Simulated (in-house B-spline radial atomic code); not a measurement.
# Sm¹⁹⁺: excited configurations

Wanted: excitation energies of Sm¹⁹⁺ as differences of total energies (ΔSCF).

The numbers are computed with in-house B-spline radial atomic code version 1 (Dirac-Hartree-Fock, average of configuration, Fermi nucleus, basis-set limit), except any that are marked as measured or tabulated.

### 1 What is computed

* element: samarium (Z = 62)
* charge: +19
* electrons: 43
* configuration: [Kr] 4d7
* Hamiltonian: Dirac-Coulomb
* nucleus: Fermi, rms radius 5.082 fm

The outer shells:

[Kr] 4d7
```
[Kr] core
4d [↑↓][↑↓][↑ ][↑ ][↑ ]
```

The boxes draw the filling by Hund's rule, which heavy ions in jj coupling don't follow; these runs average over all states of the configuration.

Input settings:

```ini
Z = 62
electrons = 43.0
configuration = [Kr] 4d7
hamiltonian = dirac
method = hf
spin_polarised = False
nucleus = fermi
rms_radius = 5.0819
mass_number = 152
atomic_mass = 151.919738646
speed_of_light = 137.035999084
```

The reference is known from an earlier run: -10294.067753 hartree in all. Up to eight levels, counted from the top:

| orbital | occupation | energy (eV) | <r> (bohr) |
| --- | --- | --- | --- |
| 3p3/2 | 4 | -1938.65 | 0.2551 |
| 3d3/2 | 4 | -1624.97 | 0.2273 |
| 3d5/2 | 6 | -1598.03 | 0.2311 |
| 4s1/2 | 2 | -818.68 | 0.5543 |
| 4p1/2 | 2 | -742.61 | 0.5618 |
| 4p3/2 | 4 | -711.09 | 0.5832 |
| 4d3/2 | 2.8 | -588.88 | 0.5960 |
| 4d5/2 | 4.2 | -582.76 | 0.6029 |

### 2 Run with [Ar] 3d9 4s2 4p6 4d7 8d1

Input settings:

```ini
Z = 62
electrons = 43.0
configuration = [Ar] 3d9 4s2 4p6 4d7 8d1
hamiltonian = dirac
method = hf
spin_polarised = False
nucleus = fermi
rms_radius = 5.0819
mass_number = 152
atomic_mass = 151.919738646
speed_of_light = 137.035999084
```

### 3 [Kr] 4d6 8s1

The settings differ from step 2 so:

```diff
@@ -2,3 +2,3 @@
 electrons = 43.0
-configuration = [Ar] 3d9 4s2 4p6 4d7 8d1
+configuration = [Kr] 4d6 8s1
 hamiltonian = dirac
```

### 4 Run with [Ar] 3d9 4s2 4p6 4d7 7f1

The settings differ from step 3 so:

```diff
@@ -2,3 +2,3 @@
 electrons = 43.0
-configuration = [Kr] 4d6 8s1
+configuration = [Ar] 3d9 4s2 4p6 4d7 7f1
 hamiltonian = dirac
```

### 5 [Ar] 3d10 4s2 4p5 4d7 6d1

The settings differ from step 4 so:

```diff
@@ -2,3 +2,3 @@
 electrons = 43.0
-configuration = [Ar] 3d9 4s2 4p6 4d7 7f1
+configuration = [Ar] 3d10 4s2 4p5 4d7 6d1
 hamiltonian = dirac
```

### 6 Run with [Ar] 3d9 4s2 4p6 4d7 5f1

The settings differ from step 5 so:

```diff
@@ -2,3 +2,3 @@
 electrons = 43.0
-configuration = [Ar] 3d10 4s2 4p5 4d7 6d1
+configuration = [Ar] 3d9 4s2 4p6 4d7 5f1
 hamiltonian = dirac
```

Q: How far above the reference does each configuration lie (order and size, in eV)?

The runs gave:

| net move | configuration | energy above the reference (eV) | with Breit, QED, recoil (eV) | largest <r> (bohr) |
| --- | --- | --- | --- | --- |
| 4d → 8s | [Kr] 4d6 8s1 | 463.82 | 463.72 | 3.41 |
| 4p → 6d | [Ar] 3d10 4s2 4p5 4d7 6d1 | 518.67 | 518.04 | 1.90 |
| 3d → 5f | [Ar] 3d9 4s2 4p6 4d7 5f1 | 1336.74 | 1335.68 | 1.27 |
| 3d → 7f | [Ar] 3d9 4s2 4p6 4d7 7f1 | 1472.16 | 1471.11 | 2.95 |
| 3d → 8d | [Ar] 3d9 4s2 4p6 4d7 8d1 | 1493.12 | 1492.09 | 3.76 |

Quantum defects of the promoted electron, δ = n − ζ/√(−2ε) with ζ = 20 and ε its orbital energy in hartree:

| promotion | δ |
| --- | --- |
| 4d → 8s | 1.267 |
| 4p → 6d | 0.803 |
| 3d → 5f | 0.437 |
| 3d → 7f | 0.425 |
| 3d → 8d | 0.798 |

**Reading.** The energies run from 463.82 eV (4d → 8s) to 1493.12 eV (3d → 8d). 3 of them lie more than 2 % above the ionisation threshold that Koopmans' theorem gives (582.76 eV), where such states can decay by emitting an electron. Of those tabulated, the defect is largest for 8s (1.27) and least for 7f (0.42); at this charge much of the defect is relativistic. Two partly filled shells share a symmetry and can mix in the average, which may lower the energy, for: 4p → 6d; 3d → 5f; 3d → 7f; 3d → 8d. These are averages over configurations, without correlation, not spectroscopic levels.
